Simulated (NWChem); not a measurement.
**CH7NOSiSn: a chain of runs**

Wanted: the energy (singlet CH7NOSiSn, wB97X-D3-own D3(0)/3-21G), then the energy (singlet H6SiSn, wB97X-D3-own D3(0)/3-21G), then a single-point energy (singlet CHNO, wB97X-D3-own D3(0)/3-21G), then a single-point energy (singlet H6SiSn, wB97X-D3-own D3(0)/3-21G), then a single-point energy (singlet CHNO, wB97X-D3-own D3(0)/3-21G) of CH7NOSiSn and its partners. 

The results are computed with NWChem 7.3.0.

## Step 1: Starting point

CH7NOSiSn: 12 atoms, total charge 0, spin state singlet.

Bond lengths: Si1–Sn2 2.560 Å, N9–C10 1.208 Å, C10–O11 1.161 Å, Si1–H3 1.487 Å, Si1–H4 1.487 Å, Si1–H5 1.487 Å, Sn2–H6 1.708 Å, Sn2–H7 1.708 Å, Sn2–H8 1.708 Å, N9–H12 1.004 Å. Some angles: N9–C10–O11 173.0°, Si1–Sn2–H6 110.7°, Si1–Sn2–H7 110.8°, Si1–Sn2–H8 110.8°, Sn2–Si1–H3 110.2°, Sn2–Si1–H4 110.2°, Sn2–Si1–H5 110.2°, C10–N9–H12 125.4°, H6–Sn2–H7 108.2°, H6–Sn2–H8 108.2°.

## Step 2: A single-point energy at wB97X-D3-own D3(0)/3-21G (pair key 940aa34329, separation 0.85) (run 1)

File ch7nosisn.nw:

```
echo
start ch7nosisn
memory stack 880 mb heap 220 mb global 1100 mb

geometry units angstroms noautosym nocenter noautoz
 Si    -0.633420     0.128410    -1.145110
 Sn     0.600180    -0.122290     1.084490
 H     -2.081920     0.362310    -0.905510
 H     -0.476530    -1.104890    -1.960310
 H     -0.083130     1.279510    -1.908310
 H      0.438870     1.293010     2.026290
 H      2.264670    -0.403590     0.827490
 H     -0.028730    -1.432490     1.980990
 N     -5.407030    -0.715520    -0.629210
 C     -4.353440    -1.038870    -0.133930
 O     -3.285770    -1.238160     0.275420
 H     -6.280920    -1.193510    -0.501180
end

basis spherical bse
 * library 3-21G
end

dft
 xc wb97x-d3
 mult 1
 grid fine
 convergence energy 1e-08
 maxiter 100
 mulliken
 print low
end

task dft energy
```

Run with:

```sh
$ nwchem ch7nosisn.nw > ch7nosisn.out
```

What it wrote, shortened:

```text
[...]
 d= 0,ls=0.0,diis     1  -6458.0375799337 -6.93D+03  1.15D-02  1.02D+00     4.4
[...]
 d= 0,ls=0.0,diis    11  -6458.1587251549 -1.62D-09  2.23D-07  3.55D-10    46.2
         Total DFT energy =    -6458.158725154895
      One electron energy =    -9841.942790905721
           Coulomb energy =     3120.128489806981
    Exchange-Corr. energy =     -205.566391769659
 Nuclear repulsion energy =      469.224517462848
    Dispersion correction =       -0.002549749343
[...]
      Total Density - Mulliken Population Analysis
     ---------------------------------------------
    Atom       Charge   Shell Charges
 -----------   ------   -------------------------------------------------------
    1 Si  14    13.95   2.00  1.97  5.86  0.69  1.73  0.77  0.93
    2 Sn  50    49.38   2.00  2.00  6.00  2.00  5.99  2.00  5.95  0.85  1.73  0.41  0.49 10.00  9.97
    3 H    1     1.09   0.42  0.67
    4 H    1     1.09   0.42  0.67
    5 H    1     1.10   0.42  0.67
    6 H    1     1.14   0.40  0.75
    7 H    1     1.14   0.40  0.75
    8 H    1     1.14   0.40  0.74
    9 N    7     7.68   1.99  0.39  1.88  1.33  2.09
   10 C    6     5.19   1.98  0.47  1.66  0.34  0.74
[...]
```

It took 47 s on 1 thread of Intel Xeon Platinum 8375C at 2.90GHz (Ice Lake), shared host; peak memory 0.13 GiB.

## Step 3: H6SiSn: the energy at wB97X-D3-own D3(0)/3-21G (pair key 940aa34329, separation 0.85) (run 2)

File job.nw:

```
start job
title "H6SiSn"
memory stack 880 mb heap 220 mb global 1100 mb
charge 0
geometry units angstrom noautosym nocenter noautoz
Si      -0.633420       0.128410      -1.145110
Sn       0.600180      -0.122290       1.084490
H       -2.081920       0.362310      -0.905510
H       -0.476530      -1.104890      -1.960310
H       -0.083130       1.279510      -1.908310
H        0.438870       1.293010       2.026290
H        2.264670      -0.403590       0.827490
H       -0.028730      -1.432490       1.980990
end
basis "ao basis" spherical bse
* library 3-21G
end
dft
xc wb97x-d3
grid fine
convergence energy 1e-08
maxiter 100
mulliken
noprint "final vectors analysis"
end
task dft energy
```

Run with:

```sh
$ nwchem job.nw > job.out
```

What it wrote, shortened:

```text
[...]
          Wavefunction type:  closed shell.
          No. of atoms     :     8
          No. of electrons :    70
[...]
          Charge           :     0
          Spin multiplicity:     1
[...]
          AO basis - number of functions:    56
[...]
              XC Information
              --------------
                    wb97x-d3  Method XC Functional
                     Hartree-Fock (Exact) Exchange  1.000
                      wb97x-d3 Exchange Functional  1.000
                   wb97x-d3 Correlation Functional  1.000
[...]
 d= 0,ls=0.0,diis     1  -6290.4518344429 -6.53D+03  9.03D-03  1.70D-01     2.4
[...]
 d= 0,ls=0.0,diis     7  -6290.4732192577 -1.11D-09  5.54D-07  5.57D-11    14.6
         Total DFT energy =    -6290.473219257737
      One electron energy =    -9153.121743699254
           Coulomb energy =     2808.809528509098
    Exchange-Corr. energy =     -184.419005728301
 Nuclear repulsion energy =      238.258983025326
    Dispersion correction =       -0.000981364606
[...]
      Total Density - Mulliken Population Analysis
     ---------------------------------------------
    Atom       Charge   Shell Charges
 -----------   ------   -------------------------------------------------------
    1 Si  14    13.96   2.00  1.97  5.86  0.68  1.73  0.78  0.94
    2 Sn  50    49.38   2.00  2.00  6.00  2.00  5.99  2.00  5.95  0.85  1.73  0.41  0.48 10.00  9.97
    3 H    1     1.08   0.42  0.66
    4 H    1     1.08   0.42  0.66
    5 H    1     1.08   0.42  0.66
    6 H    1     1.14   0.40  0.74
    7 H    1     1.14   0.40  0.74
    8 H    1     1.14   0.40  0.74
[...]
```

Run time: 15 s. Hardware: 1 thread of Intel Xeon Platinum 8375C at 2.90GHz (Ice Lake), shared host; peak memory 0.12 GiB.

## Step 4: CHNO: a single-point energy at wB97X-D3-own D3(0)/3-21G (pair key 940aa34329, separation 0.85) (run 3)

File chno.nw:

```
START chno
TITLE "CHNO wB97X-D3"
memory 2200 mb
GEOMETRY units au noautosym nocenter noautoz
  N    -10.21780585    -1.35213684    -1.18903457
  C     -8.22680930    -1.96317978    -0.25309102
  O     -6.20920541    -2.33978330     0.52046837
  H    -11.86921861    -2.25540703    -0.94709294
END
BASIS "ao basis" spherical bse
  * library 3-21G
END
DFT
  xc wb97x-d3
  grid fine
  convergence energy 1e-08
  iterations 100
  mulliken
  print low
END
TASK dft
```

Run with:

```sh
$ nwchem chno.nw > chno.out
```

What it wrote, shortened:

```text
[...]
 d= 0,ls=0.0,diis     1   -167.5805032321 -2.27D+02  2.95D-02  8.66D-01     0.4
[...]
 d= 0,ls=0.0,diis    11   -167.6825843476 -4.15D-10  6.34D-07  1.03D-10     3.8
         Total DFT energy =     -167.682584347606
      One electron energy =     -345.288966638820
           Coulomb energy =      139.273950762304
    Exchange-Corr. energy =      -21.147930855297
 Nuclear repulsion energy =       59.480538876155
    Dispersion correction =       -0.000176491948
[...]
      Total Density - Mulliken Population Analysis
     ---------------------------------------------
    Atom       Charge   Shell Charges
 -----------   ------   -------------------------------------------------------
    1 N    7     7.68   1.99  0.39  1.88  1.33  2.10
    2 C    6     5.22   1.98  0.47  1.66  0.34  0.76
    3 O    8     8.45   1.99  0.44  2.12  1.53  2.38
    4 H    1     0.65   0.44  0.21
[...]
```

It took 4.5 s on 1 thread of Intel Xeon Platinum 8375C at 2.90GHz (Ice Lake), shared host; peak memory 0.12 GiB.

## Step 5: H6SiSn among ghost functions: the energy at wB97X-D3-own D3(0)/3-21G (pair key 940aa34329, separation 0.85, with ghost functions) (run 4)

File run.nw:

```
start run
title "H6SiSn"
memory total 2200 mb
charge 0

geometry units angstroms noautosym nocenter noautoz
Si   -0.633420    0.128410   -1.145110
Sn    0.600180   -0.122290    1.084490
H    -2.081920    0.362310   -0.905510
H    -0.476530   -1.104890   -1.960310
H    -0.083130    1.279510   -1.908310
H     0.438870    1.293010    2.026290
H     2.264670   -0.403590    0.827490
H    -0.028730   -1.432490    1.980990
bqN     -5.407030    -0.715520    -0.629210
bqC     -4.353440    -1.038870    -0.133930
bqO     -3.285770    -1.238160     0.275420
bqH     -6.280920    -1.193510    -0.501180
end

basis spherical bse
Si library 3-21G
Sn library 3-21G
H library 3-21G
bqN library N 3-21G
bqC library C 3-21G
bqO library O 3-21G
bqH library H 3-21G
end

dft
xc wb97x-d3
mult 1
grid fine
convergence energy 1e-08
iterations 100
mulliken
noprint "final vectors analysis"
end

task dft energy
```

Run with:

```sh
$ nwchem run.nw > run.out
```

What it wrote, shortened:

```text
[...]
          Wavefunction type:  closed shell.
          No. of atoms     :    12
          No. of electrons :    70
[...]
          Charge           :     0
          Spin multiplicity:     1
[...]
          AO basis - number of functions:    85
[...]
              XC Information
              --------------
                    wb97x-d3  Method XC Functional
                     Hartree-Fock (Exact) Exchange  1.000
                      wb97x-d3 Exchange Functional  1.000
                   wb97x-d3 Correlation Functional  1.000
[...]
 d= 0,ls=0.0,diis     1  -6290.4524218292 -6.53D+03  5.96D-03  1.70D-01     4.1
[...]
 d= 0,ls=0.0,diis     7  -6290.4738279895 -1.05D-09  3.64D-07  5.60D-11    27.8
         Total DFT energy =    -6290.473827989475
      One electron energy =    -9153.108799082473
           Coulomb energy =     2808.794979603443
    Exchange-Corr. energy =     -184.418010171164
 Nuclear repulsion energy =      238.258983025326
    Dispersion correction =       -0.000981364606
[...]
      Total Density - Mulliken Population Analysis
     ---------------------------------------------
    Atom       Charge   Shell Charges
 -----------   ------   -------------------------------------------------------
    1 Si  14    13.96   2.00  1.97  5.86  0.68  1.74  0.78  0.93
    2 Sn  50    49.38   2.00  2.00  6.00  2.00  5.99  2.00  5.95  0.85  1.73  0.41  0.48 10.00  9.97
    3 H    1     1.08   0.42  0.66
    4 H    1     1.08   0.42  0.66
    5 H    1     1.08   0.42  0.66
    6 H    1     1.14   0.40  0.74
    7 H    1     1.14   0.40  0.74
    8 H    1     1.14   0.40  0.74
    9 X    0    -0.00   0.00  0.00 -0.00 -0.00  0.00
   10 X    0    -0.00  -0.00 -0.00  0.00  0.00 -0.00
[...]
```

Wall time 29 s (1 thread of Intel Xeon Platinum 8375C at 2.90GHz (Ice Lake), shared host); peak memory 0.13 GiB.

## Step 6: CHNO among ghost functions: the energy at wB97X-D3-own D3(0)/3-21G (pair key 940aa34329, separation 0.85, with ghost functions) (run 5)

File a.nw:

```
start a
title "CHNO wB97X-D3"
memory total 2200 mb
charge 0
geometry units angstroms noautosym nocenter noautoz
  N       -5.407030      -0.715520      -0.629210
  C       -4.353440      -1.038870      -0.133930
  O       -3.285770      -1.238160       0.275420
  H       -6.280920      -1.193510      -0.501180
  bqSi    -0.633420     0.128410    -1.145110
  bqSn     0.600180    -0.122290     1.084490
  bqH     -2.081920     0.362310    -0.905510
  bqH     -0.476530    -1.104890    -1.960310
  bqH     -0.083130     1.279510    -1.908310
  bqH      0.438870     1.293010     2.026290
  bqH      2.264670    -0.403590     0.827490
  bqH     -0.028730    -1.432490     1.980990
end
basis spherical bse
  N library 3-21G
  C library 3-21G
  O library 3-21G
  H library 3-21G
  bqSi library Si 3-21G
  bqSn library Sn 3-21G
  bqH library H 3-21G
end
dft
  xc wb97x-d3
  grid fine
  convergence energy 1e-08
  iterations 100
  mulliken
  print low
end
task dft energy
```

Run with:

```sh
$ nwchem a.nw > a.out
```

What it wrote, shortened:

```text
[...]
 d= 0,ls=0.0,diis     1   -167.5851625014 -2.27D+02  9.95D-03  8.62D-01     3.8
[...]
 d= 0,ls=0.0,diis    11   -167.6870226260 -4.22D-10  2.13D-07  1.28D-10    46.6
         Total DFT energy =     -167.687022625975
      One electron energy =     -345.210912532657
           Coulomb energy =      139.181276303877
    Exchange-Corr. energy =      -21.137753038260
 Nuclear repulsion energy =       59.480543133006
    Dispersion correction =       -0.000176491941
[...]
      Total Density - Mulliken Population Analysis
     ---------------------------------------------
    Atom       Charge   Shell Charges
 -----------   ------   -------------------------------------------------------
    1 N    7     7.68   1.99  0.39  1.88  1.33  2.10
    2 C    6     5.19   1.98  0.47  1.66  0.34  0.74
    3 O    8     8.45   1.99  0.44  2.12  1.54  2.36
    4 H    1     0.65   0.44  0.21
    5 X    0     0.02  -0.00 -0.00  0.00 -0.00 -0.00  0.00  0.02
    6 X    0     0.01  -0.00 -0.00 -0.00 -0.00 -0.00  0.00 -0.00 -0.00 -0.00  0.00  0.01 -0.00 -0.00
    7 X    0     0.01  -0.00  0.01
    8 X    0    -0.00   0.00 -0.00
    9 X    0     0.00  -0.00  0.00
   10 X    0    -0.00  -0.00 -0.00
[...]
```

Wall time 47 s (1 thread of Intel Xeon Platinum 8375C at 2.90GHz (Ice Lake), shared host); peak memory 0.13 GiB.

## Step 7: Results

| quantity | value |
| --- | --- |
| run 1, wB97X-D3-own D3(0)/3-21G: total energy | -6458.15873 Eh |
| run 1, wB97X-D3-own D3(0)/3-21G: dispersion energy | -6.69 kJ/mol |
| H6SiSn: total energy | -6290.47322 Eh |
| H6SiSn: dipole moment | 0.09 D |
| H6SiSn: dispersion energy | -2.58 kJ/mol |
| CHNO: total energy | -167.68258 Eh |
| CHNO: dispersion energy | -0.46 kJ/mol |
| H6SiSn among ghost functions: total energy | -6290.47383 Eh |
| H6SiSn among ghost functions: dipole moment | 0.09 D |
| H6SiSn among ghost functions: dispersion energy | -2.58 kJ/mol |
| CHNO among ghost functions: total energy | -167.68702 Eh |
| CHNO among ghost functions: dispersion energy | -0.46 kJ/mol |
| interaction energy of the rigid parts H6SiSn and CHNO (parts in their own basis) | -0.079 eV |
| interaction energy of the rigid parts H6SiSn and CHNO (parts in the whole basis, counterpoise) | 0.058 eV |

The interaction energy of the rigid parts H6SiSn and CHNO (parts in their own basis) is −0.08 eV (−1.8 kcal/mol): the parts attract. The interaction energy of the rigid parts H6SiSn and CHNO (parts in the whole basis, counterpoise) is 0.06 eV (5.6 kJ/mol): the parts repel at this shape. The basis-set superposition error is 13.3 kJ/mol. It is larger than the uncorrected attraction, which is thus an artefact of the basis. Relativity is left out although the molecule holds a heavy atom. Mulliken charges (H6SiSn) run from -0.14 on H6 to +0.62 on Sn2.
